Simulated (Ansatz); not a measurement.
# BBrH2N: the cost of one run

Method: single points in def2-TZVPPD; program: Ansatz 0.2.0, Gaussian basis.

Cores are frozen in the correlated methods. Filled d shells of the heavier atoms are correlated.

1 further run of the same task is left out (it didn't finish).

## (1) Starting geometry

SMILES `[NH-]BBr`, 5 atoms, charge -1, spin multiplicity 1.

Atoms are counted from 1 here; the program's logs count them from 0.

Bond lengths: N1–B2 1.316 Å, N1–H4 0.988 Å, B2–Br3 2.171 Å, B2–H5 1.201 Å. Angles: B2–N1–H4 124.2°, N1–B2–Br3 124.7°, N1–B2–H5 128.5°, Br3–B2–H5 106.9°.

As a file:

```
N    -0.46138   -1.01616   -0.11998
B     0.36867   -0.04440    0.19412
Br    0.02419    2.05755   -0.22496
H    -1.30488   -0.88710   -0.61791
H     1.42256   -0.11758    0.76587
```

## (2) PBE-D4/def2-TZVPPD

File run/in.yaml:

```yaml
crystal:
  periodic: [false, false, false]
  atoms:
    - {symbol: N, position_ang: [-0.461377, -1.016157, -0.119977]}
    - {symbol: B, position_ang: [0.368673, -0.044397, 0.194123]}
    - {symbol: Br, position_ang: [0.024194, 2.057549, -0.224963]}
    - {symbol: H, position_ang: [-1.304876, -0.887102, -0.617905]}
    - {symbol: H, position_ang: [1.422555, -0.117584, 0.765866]}
basis:
  gaussian: {orbitals: "def2-TZVPPD.json"}
total_charge: -1
hamiltonian: {xc: pbe, dispersion: d4}
output: {forces: true}
```

The basis file named in the input lies beside it (Basis Set Exchange, JSON).

The run is started by

```bash
$ ansatz run in.yaml --threads 2 --pin off --events-out ev --progress --plain --max-ram 3481MiB
```

**Question.** How long does this run take on 2 threads of Arm Neoverse V1, shared host, and how much memory does it need?

About 2.2 s, with a peak of 0.17 GiB.
